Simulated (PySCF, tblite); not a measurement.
**C6H7F: geometry, infrared bands and NMR shifts**

Aim: predict the infrared bands and NMR shifts of C6H7F (`C=C(C)[C@@H]1C=C1F`).

Computed with tblite 0.8.0 and PySCF 2.14.0, with density-fitted response routines of our own, on a single molecule in the gas phase. Atoms are numbered from 0 throughout.

### 1 The starting structure

14 atoms, charge 0, multiplicity 1; geometry from: force field or distance geometry start.

Bonds of the start (Å): C0–C1 1.33, C1–C2 1.52, C1–C3 1.47, C3–C4 1.43, C4–C5 1.32, C5–F6 1.35, C5–C3 1.45, C0–H7 1.09, C0–H8 1.09, C2–H9 1.09, C2–H10 1.11, C2–H11 1.09, C3–H12 1.09, C4–H13 1.09.

### 2 Relaxing the molecule with GFN2-xTB

What the job is given:

```
{"job": {"kind": "relax", "xc": "GFN2-xTB", "basis": "xTB"}, "charge": 0, "multiplicity": 1}
C     -1.316200     0.992600    -0.845700
C     -0.604300     0.221600    -0.030600
C     -1.283500    -0.793500     0.868100
C      0.857500     0.334400     0.125900
C      1.688700     0.149300    -1.017300
C      1.669700    -0.835400    -0.132600
F      2.826300    -1.172600     0.470300
H     -0.845000     1.750000    -1.467300
H     -2.398800     0.899900    -0.917500
H     -1.008700    -1.810100     0.591400
H     -2.386600    -0.724000     0.791100
H     -1.024300    -0.627500     1.914300
H      1.211800     1.001100     0.913000
H      2.612600     0.613800    -1.349800
```

Run with:

```bash
> OMP_NUM_THREADS=1 python probes_run.py task.json out
```

One launch serves the whole session: the jobs run in the order shown.

**Question.** This job is followed by: GFN2-xTB harmonic vibrations, gas phase; GIAO PBE0/pcSseg-1 NMR shielding, non-relativistic, gas phase. Predict these results of the whole session: strongest single infrared mode (GFN2-xTB); zero-point energy (GFN2-xTB); 13C shifts against TMS (PBE0/pcSseg-1); 1H shifts against TMS (PBE0/pcSseg-1, means over atoms taken as alike); 19F shifts against CFCl3 (PBE0/pcSseg-1).

**Answer**, as computed:

| quantity | value |
| --- | --- |
| strongest single infrared mode (GFN2-xTB) | 1070 cm⁻¹, 160 km/mol |
| zero-point energy (GFN2-xTB) | 67.7 kcal/mol |
| 13C shifts against TMS (PBE0/pcSseg-1) | 157.3, 156.2, 114.0, 74.3, 37.4, 26.9 ppm |
| 1H shifts against TMS (PBE0/pcSseg-1, means over atoms taken as alike) | 5.30, 5.09, 4.90, 2.68, 2.05 ppm |
| 19F shifts against CFCl3 (PBE0/pcSseg-1) | -148.5 ppm |

In words: The optimisation took 125 steps and gained 1.825 eV; among the close pairs (by a distance rule), C3–C4 changed most, from 1.426 to 1.534 Å. No mode is imaginary among the 36: a minimum at this level. The strongest single mode, at 1070 cm⁻¹, has its largest shares on C4, F6, C3 and C5 (the list is cut at 4 atoms). GFN2-xTB is a fitted tight-binding method: band positions and strengths are rough. Its intensities can rank the bands wrongly. At PBE0/pcSseg-1: The largest span, 303 ppm, is at F6, where the paramagnetic term is -152 ppm.
